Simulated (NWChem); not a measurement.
# C2H5Br (bromoethane) at 6 levels

Aim: a comparison of 6 runs (M06-2X/6-31G*, r2SCAN/6-31G*, wB97X/6-31G*, B2PLYP/6-31G*, BHLYP/6-31G*, PBE0/6-31G*) of C2H5Br (bromoethane). 

The calculation is run with NWChem 7.3.0.

## Step 1: The molecule

C2H5Br has 8 atoms, charge 0, and is taken as a singlet. SMILES: `CCBr`. The shape is that of a PBE0-D4/def2-TZVP optimisation.

Bond lengths: C1–C2 1.506 Å, C2–Br3 1.950 Å, C1–H4 1.095 Å, C1–H5 1.091 Å, C1–H6 1.091 Å, C2–H7 1.088 Å, C2–H8 1.088 Å. Some angles: C1–C2–Br3 111.6°, C1–C2–H7 112.5°, C1–C2–H8 112.5°, Br3–C2–H7 105.3°, Br3–C2–H8 105.3°, C2–C1–H4 109.4°, C2–C1–H5 111.3°, C2–C1–H6 111.3°, H7–C2–H8 109.2°, H4–C1–H5 108.3°.

## Step 2: Energy and forces at M06-2X/6-31G(d) (spherical functions) (run 1)

Input file run.py:

```python
from ase import Atoms
from ase.calculators.nwchem import NWChem

system = Atoms(['C', 'C', 'Br', 'H', 'H', 'H', 'H', 'H'], positions=[
    [-0.429100, 0.590100, -0.328800],
    [0.243000, -0.639200, 0.222500],
    [1.994500, -0.223400, 0.972400],
    [-1.406200, 0.316400, -0.739300],
    [0.162900, 1.040400, -1.126700],
    [-0.582800, 1.339300, 0.449000],
    [0.428800, -1.390300, -0.542500],
    [-0.318900, -1.090600, 1.037600],
])

calc = NWChem(
    label='work',
    theory='dft',
    memory='2200 mb',
    basis='6-31G*',
    basispar='spherical bse',
    dft={'xc': 'm06-2x', 'mult': '1', 'grid': 'xfine', 'convergence': 'energy 1e-08', 'iterations': '100', 'mulliken': None, 'print': 'low'},
)
system.calc = calc

forces = system.get_forces()
print(f"energy = {system.get_potential_energy():.6f} eV")
print("forces (eV/A):")
for s, f in zip(system.symbols, forces):
    print(f"{s:2s} {f[0]:10.5f} {f[1]:10.5f} {f[2]:10.5f}")
```

Run with:

```bash
$ export ASE_NWCHEM_COMMAND="nwchem PREFIX.nwi > PREFIX.nwo"
$ python run.py
```

What it wrote:

```text
energy = -72193.188622 eV
forces (eV/A):
C    -0.12974    0.18810   -0.09631
C     0.02864   -0.23690    0.05754
Br    0.14918    0.06047    0.05924
H    -0.02869   -0.01676   -0.01039
H     0.04139    0.01640   -0.03533
H     0.00242    0.03204    0.04654
H    -0.01887   -0.02689   -0.03738
H    -0.04433   -0.01651    0.01610
```

The calculator wrote work.nwi:

```
title "work"

permanent_dir work

scratch_dir work

start work

geometry units angstrom nocenter noautosym noautoz
  C  -4.2909999999999998e-01 5.9009999999999996e-01 -3.2879999999999998e-01
  C  2.4299999999999999e-01 -6.3919999999999999e-01 2.2250000000000000e-01
  Br 1.9944999999999999e+00 -2.2339999999999999e-01 9.7240000000000004e-01
  H  -1.4061999999999999e+00 3.1640000000000001e-01 -7.3929999999999996e-01
  H  1.6289999999999999e-01 1.0404000000000000e+00 -1.1267000000000000e+00
  H  -5.8279999999999998e-01 1.3392999999999999e+00 4.4900000000000001e-01
  H  4.2880000000000001e-01 -1.3903000000000001e+00 -5.4249999999999998e-01
  H  -3.1890000000000002e-01 -1.0906000000000000e+00 1.0376000000000001e+00
end

memory 2200 mb

basis spherical bse noprint
   * library 6-31G*
end

dft
  xc m06-2x
  mult 1
  grid xfine
  convergence energy 1e-08
  iterations 100
  mulliken
  print low
end

task dft gradient
```

work.nwo:

```text
Northwest Computational Chemistry Package (NWChem) 7.3.0
             --------------------------------------------------------

           Job information
           ---------------

    nwchem branch   = 7.3.0
    use scalapack   = T
    input           = work.nwi
    prefix          = work.
    data base       = work/work.db
    status          = startup
    nproc           =        1

           Memory information
           ------------------

[... 5 lines left out ...]
    hardfail = no
[... 38 lines left out ...]
            Nuclear Dipole moment (a.u.)
[... 89 lines left out ...]
         Total DFT energy =    -2653.050769173952
[... 1 line left out ...]
           Coulomb energy =     1302.428132292044
[... 1 line left out ...]
 Nuclear repulsion energy =      164.590850504673
[... 29 lines left out ...]
                         DFT ENERGY GRADIENTS

    atom               coordinates                        gradient
                 x          y          z           x          y          z
   1 C      -0.810881   1.115127  -0.621342    0.002523  -0.003658   0.001873
   2 C       0.459203  -1.207913   0.420464   -0.000557   0.004607  -0.001119
   3 Br      3.769058  -0.422165   1.837570   -0.002901  -0.001176  -0.001152
[... 4 lines of this table left out ...]
   8 H      -0.602634  -2.060935   1.960780    0.000862   0.000321  -0.000313

 Task  times  cpu:       49.7s     wall:       49.7s
 Total times  cpu:       49.7s     wall:       49.7s
```

Wall time 51 s (1 thread of Intel Xeon Platinum 8259CL at 2.50GHz (Skylake/Cascade Lake), shared host); peak memory 0.14 GiB.

## Step 3: Energy and forces at r2SCAN/6-31G(d) (spherical functions) (run 2)

Input file calc.nw:

```
start calc
title "C2H5Br r2SCAN"
memory total 2200 mb
charge 0

geometry units angstrom noautosym nocenter noautoz
 C    -0.429100    0.590100   -0.328800
 C     0.243000   -0.639200    0.222500
 Br    1.994500   -0.223400    0.972400
 H    -1.406200    0.316400   -0.739300
 H     0.162900    1.040400   -1.126700
 H    -0.582800    1.339300    0.449000
 H     0.428800   -1.390300   -0.542500
 H    -0.318900   -1.090600    1.037600
end

basis "ao basis" spherical bse
 * library 6-31G*
end

dft
 xc r2scan
 mult 1
 grid xfine
 convergence energy 1e-08
 iterations 100
 mulliken
 print low
end

task dft gradient
```

Run with:

```bash
$ nwchem calc.nw > calc.out
```

What it wrote:

```text
[...]
 d= 0,ls=0.0,diis     1  -2652.9554551859 -2.82D+03  1.19D-02  3.41D-01     5.4
[...]
 d= 0,ls=0.0,diis     8  -2652.9930359883 -1.42D-09  2.88D-06  6.49D-08    35.3
         Total DFT energy =    -2652.993035988264
      One electron energy =    -4015.097270127783
           Coulomb energy =     1301.478220375452
    Exchange-Corr. energy =     -103.964836740606
 Nuclear repulsion energy =      164.590850504673
[...]
                         DFT ENERGY GRADIENTS
    atom               coordinates                        gradient
                 x          y          z           x          y          z
   1 C      -0.810881   1.115127  -0.621342    0.000823  -0.001921   0.000739
   2 C       0.459203  -1.207913   0.420464    0.003335   0.002736   0.001078
   3 Br      3.769058  -0.422165   1.837570   -0.007581  -0.001943  -0.003221
   4 H      -2.657333   0.597909  -1.397074    0.002532   0.000942   0.001019
   5 H       0.307836   1.966071  -2.129154   -0.001498  -0.001210   0.002085
   6 H      -1.101332   2.530910   0.848487    0.000430  -0.001983  -0.001979
   7 H       0.810315  -2.627286  -1.025176   -0.000010   0.002088   0.002228
   8 H      -0.602634  -2.060935   1.960780    0.001970   0.001291  -0.001949
 Task  times  cpu:       47.5s     wall:       47.5s
 Total times  cpu:       47.5s     wall:       47.5s
```

Wall time 49 s (1 thread of Intel Xeon Platinum 8259CL at 2.50GHz (Skylake/Cascade Lake), shared host); peak memory 0.14 GiB.

Run 3 isn't shown in full; the table further down has it.

## Step 4: The energy at B2PLYP/6-31G(d) (spherical functions) (run 4)

Input file geom.xyz:

```xyz
8

C     -0.429100     0.590100    -0.328800
C      0.243000    -0.639200     0.222500
Br     1.994500    -0.223400     0.972400
H     -1.406200     0.316400    -0.739300
H      0.162900     1.040400    -1.126700
H     -0.582800     1.339300     0.449000
H      0.428800    -1.390300    -0.542500
H     -0.318900    -1.090600     1.037600
```

Input file geom.nw:

```
START geom
memory stack 880 mb heap 220 mb global 1100 mb
charge 0

GEOMETRY units angstrom noautosym nocenter noautoz
 load format xyz geom.xyz
END

BASIS spherical bse
 * library 6-31G*
END

DFT
 xc hfexch 0.53 becke88 0.47 lyp 0.73 mp2 0.27
 dftmp2 semidirect
 grid xfine
 convergence energy 1e-08
 maxiter 100
 mulliken
END

MP2
 freeze core 11
END

TASK dft energy
```

Run with:

```bash
$ nwchem geom.nw > geom.out
```

What it wrote:

```text
[...]
          Wavefunction type:  closed shell.
          No. of atoms     :     8
          No. of electrons :    52
[...]
          Charge           :     0
          Spin multiplicity:     1
[...]
          AO basis - number of functions:    70
[...]
              XC Information
              --------------
                     Hartree-Fock (Exact) Exchange  0.530
                    Becke 1988 Exchange Functional  0.470
              Lee-Yang-Parr Correlation Functional  0.730
[...]
 d= 0,ls=0.0,diis     1  -2652.3656387855 -2.82D+03  8.01D-03  2.51D-01     4.4
[...]
 d= 0,ls=0.0,diis     8  -2652.4019990098 -2.66D-09  8.71D-07  5.49D-09    27.4
         Total DFT energy =    -2652.401999009756
      One electron energy =    -4015.063297994822
           Coulomb energy =     1301.464919870622
    Exchange-Corr. energy =     -103.394471390230
 Nuclear repulsion energy =      164.590850504673
[...]
      Total Density - Mulliken Population Analysis
     ---------------------------------------------
    Atom       Charge   Shell Charges
 -----------   ------   -------------------------------------------------------
    1 C    6     6.47   2.00  0.66  2.11  0.65  1.01  0.04
    2 C    6     6.35   2.00  0.67  2.01  0.66  0.96  0.05
    3 Br  35    35.12   2.00  2.00  6.00  2.00  5.99  1.59  3.78  0.37  1.35  6.96  2.92  0.16
    4 H    1     0.83   0.52  0.31
    5 H    1     0.82   0.52  0.29
    6 H    1     0.82   0.52  0.29
    7 H    1     0.80   0.53  0.27
    8 H    1     0.80   0.53  0.27
[...]
  Basis functions       =     70
[...]
```

Run time: 32 s. Hardware: 1 thread of Intel Xeon Platinum 8259CL at 2.50GHz (Skylake/Cascade Lake), shared host; peak memory 0.18 GiB.

Run 5 isn't shown in full; the table further down has it.

## Step 5: Energy and gradient at PBE0/6-31G(d) (spherical functions) (run 6)

Input file calc.nw:

```
start calc
title "C2H5Br"
memory 2200 mb

geometry noautosym nocenter noautoz
C    -0.429100    0.590100   -0.328800
C     0.243000   -0.639200    0.222500
Br    1.994500   -0.223400    0.972400
H    -1.406200    0.316400   -0.739300
H     0.162900    1.040400   -1.126700
H    -0.582800    1.339300    0.449000
H     0.428800   -1.390300   -0.542500
H    -0.318900   -1.090600    1.037600
end

basis spherical bse
* library 6-31G*
end

dft
xc pbe0
grid xfine
convergence energy 1e-08
maxiter 100
mulliken
end

task dft gradient
```

Run with:

```bash
$ nwchem calc.nw > calc.out
```

What it wrote:

```text
[...]
          Wavefunction type:  closed shell.
          No. of atoms     :     8
          No. of electrons :    52
[...]
          Charge           :     0
          Spin multiplicity:     1
[...]
          AO basis - number of functions:    70
[...]
              XC Information
              --------------
                         PBE0 Method XC Functional
                     Hartree-Fock (Exact) Exchange  0.250
          PerdewBurkeErnzerhof Exchange Functional  0.750
            Perdew 1991 LDA Correlation Functional  1.000 local
           PerdewBurkeErnz. Correlation Functional  1.000 non-local
[...]
 d= 0,ls=0.0,diis     1  -2652.6377135383 -2.82D+03  1.04D-02  3.06D-01     4.5
[...]
 d= 0,ls=0.0,diis     8  -2652.6745467608 -9.64D-10  1.30D-06  2.21D-08    27.9
         Total DFT energy =    -2652.674546760754
      One electron energy =    -4015.151218836741
           Coulomb energy =     1301.537782623063
    Exchange-Corr. energy =     -103.651961051749
 Nuclear repulsion energy =      164.590850504673
[...]
      Total Density - Mulliken Population Analysis
     ---------------------------------------------
    Atom       Charge   Shell Charges
 -----------   ------   -------------------------------------------------------
    1 C    6     6.53   2.00  0.66  2.12  0.67  1.05  0.03
    2 C    6     6.41   2.00  0.67  2.02  0.68  1.00  0.04
    3 Br  35    35.10   2.00  2.00  6.00  2.00  5.99  1.61  3.80  0.35  1.33  6.95  2.91  0.17
    4 H    1     0.81   0.52  0.29
    5 H    1     0.80   0.52  0.28
    6 H    1     0.80   0.52  0.28
    7 H    1     0.78   0.52  0.26
    8 H    1     0.78   0.52  0.26
[...]
  wavefunction    = closed shell
[...]
```

It took 37 s on 1 thread of Intel Xeon Platinum 8259CL at 2.50GHz (Skylake/Cascade Lake), shared host; peak memory 0.14 GiB.

## Step 6: All runs side by side

| run | level | task | frozen core orbitals | energy (Eh) | largest force (eV/Å) | wall time |
| --- | --- | --- | --- | --- | --- | --- |
| 1 | M06-2X/6-31G* (spherical functions) | gradient | – | -2653.050769 | 0.248 | 51 s |
| 2 | r2SCAN/6-31G* (spherical functions) | gradient | – | -2652.993036 | 0.435 | 49 s |
| 3 | wB97X/6-31G* (spherical functions) | gradient | – | -2653.079182 | 0.315 | 86 s |
| 4 | B2PLYP/6-31G* (spherical functions) | energy | 11 | -2652.567322 | – | 32 s |
| 5 | BHLYP/6-31G* (spherical functions) | gradient | – | -2653.007223 | 0.416 | 36 s |
| 6 | PBE0/6-31G* (spherical functions) | gradient | – | -2652.674547 | 0.184 | 37 s |

## Step 7: Results

| quantity | value |
| --- | --- |
| run 6: total energy | -2652.67455 Eh |
| run 6: dipole moment | 2.26 D |
| run 6: HOMO energy | -7.75 eV |
| run 6: LUMO energy | 0.35 eV |
| run 6: HOMO–LUMO gap | 8.09 eV |
| run 6: largest force on an atom | 0.184 eV/Å |

In words: Over runs 4, 5, 6 the dipole moment (its size) runs from 2.26 D (PBE0/6-31G*) to 2.32 D (B2PLYP/6-31G*). A double hybrid's value is that of its SCF part. Totals of different functionals can't be ranked against each other. All runs together took 4.8 min, the longest 86 s.
